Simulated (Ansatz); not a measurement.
**C₂F₂HfN₂O₂: up Jacob's ladder to CCSD(T)**

An exercise on one series of results from a longer session: the logs are not shown, and one member is left open.

Method: functionals in def2-TZVPP, the program's frozen cores in correlated methods; program: Ansatz 0.2.0, Gaussian basis.

The runs, in order: LDA (SPW92), PBE-D4, revPBE-D4, BLYP-D4, r2SCAN-D4, B97M-V, PBE0-D4, B3LYP-D4, r2SCANh-D4, r2SCAN0-D4, HSE06-D4, BHLYP-D4, CAM-B3LYP-D4, LC-ωPBE, ωB97X-V, ωB97M-V, B2PLYP, PBE-QIDH; CCSD(T)/def2-SVP; MP2/def2-TZVPP; MP2/def2-QZVPP; RPA on PBE.

### Structure used throughout

The geometry comes from an earlier relaxation with PBE0-D4 in a triple-zeta def2 set; it is a stationary point, not always the lowest conformer. Hf takes the def2 core potential; no spin-orbit term is included.

SMILES `O=C=[N][Hf]([F])([F])[N]=C=O`, 9 atoms, charge 0, spin multiplicity 1.

Atoms are counted from 1 here; the program's logs count them from 0.

Bond lengths: O1–C2 1.161 Å, C2–N3 1.204 Å, N3–Hf4 2.022 Å, Hf4–F5 1.895 Å, Hf4–F6 1.895 Å, Hf4–N7 2.022 Å, N7–C8 1.204 Å, C8–O9 1.161 Å. Angles: O1–C2–N3 179.9°, C2–N3–Hf4 179.2°, N3–Hf4–F5 109.6°, N3–Hf4–F6 109.6°, N3–Hf4–N7 109.6°, F5–Hf4–F6 108.9°, F5–Hf4–N7 109.6°, F6–Hf4–N7 109.6°, Hf4–N7–C8 179.1°, N7–C8–O9 179.9°.

The first run:

in.yaml reads:

```yaml
crystal:
  periodic: [false, false, false]
  atoms:
    - {symbol: O, position_ang: [3.826057, -0.797890, -0.153757]}
    - {symbol: C, position_ang: [2.740100, -0.406057, -0.276175]}
    - {symbol: N, position_ang: [1.613659, -0.001000, -0.401773]}
    - {symbol: Hf, position_ang: [-0.270008, 0.697970, -0.633544]}
    - {symbol: F, position_ang: [-0.841168, 0.406437, -2.417131]}
    - {symbol: F, position_ang: [-0.306219, 2.558615, -0.274239]}
    - {symbol: N, position_ang: [-1.511043, -0.263297, 0.641706]}
    - {symbol: C, position_ang: [-2.263486, -0.825680, 1.394215]}
    - {symbol: O, position_ang: [-2.987882, -1.369087, 2.120696]}
basis:
  gaussian: {orbitals: def2-TZVPP}
hamiltonian: {xc: lda}
output: {orbitals: {seedname: orbitals}}
```

Launch:

```sh
> ansatz run in.yaml --threads 4 --pin off --events-out ev --progress --plain --max-ram 11315MiB
```

Steps of the session up to this table: LDA; PBE-D4 (GGA); revPBE-D4 (GGA); BLYP-D4 (GGA); r2SCAN-D4 (meta-GGA); B97M-V (meta-GGA); B3LYP-D4 (hybrid); r2SCANh-D4 (hybrid); r2SCAN0-D4 (hybrid); HSE06-D4 (hybrid); BHLYP-D4 (hybrid); CAM-B3LYP-D4 (range-separated); LC-ωPBE (range-separated); ωB97X-V (range-separated); ωB97M-V (range-separated); B2PLYP (double hybrid); PBE-QIDH (double hybrid).

One of the session's tables, all rows but one given; the rest of the session is left out.

It belongs to the step «Orbital energies across the functionals». 

| functional | HOMO (eV) | LUMO (eV) | gap (eV) |
| --- | --- | --- | --- |
| LDA (SPW92) | ? | ? | ? |
| PBE-D4 | -7.76 | -2.57 | 5.19 |
| revPBE-D4 | -7.66 | -2.44 | 5.22 |
| BLYP-D4 | -7.62 | -2.45 | 5.17 |
| r2SCAN-D4 | -8.08 | -2.37 | 5.71 |
| B97M-V | -8.07 | -2.26 | 5.81 |
| PBE0-D4 | -9.16 | -1.78 | 7.39 |
| B3LYP-D4 | -8.91 | -2.00 | 6.92 |
| r2SCANh-D4 | -8.61 | -2.09 | 6.52 |
| r2SCAN0-D4 | -9.40 | -1.65 | 7.75 |
| HSE06-D4 | -8.76 | -2.15 | 6.62 |
| BHLYP-D4 | -10.47 | -0.82 | 9.65 |
| CAM-B3LYP-D4 | -10.51 | -0.72 | 9.79 |
| LC-ωPBE | -11.80 | 0.48 | 12.28 |
| ωB97X-V | -11.44 | 0.41 | 11.84 |
| ωB97M-V | -11.35 | 0.31 | 11.65 |

Estimate the missing values for LDA (SPW92).

**Answer.** HOMO (eV): -8.03; LUMO (eV): -2.91; gap (eV): 5.12. In the column «HOMO (eV)» it lies between B97M-V (-8.07) and PBE-D4 (-7.76).
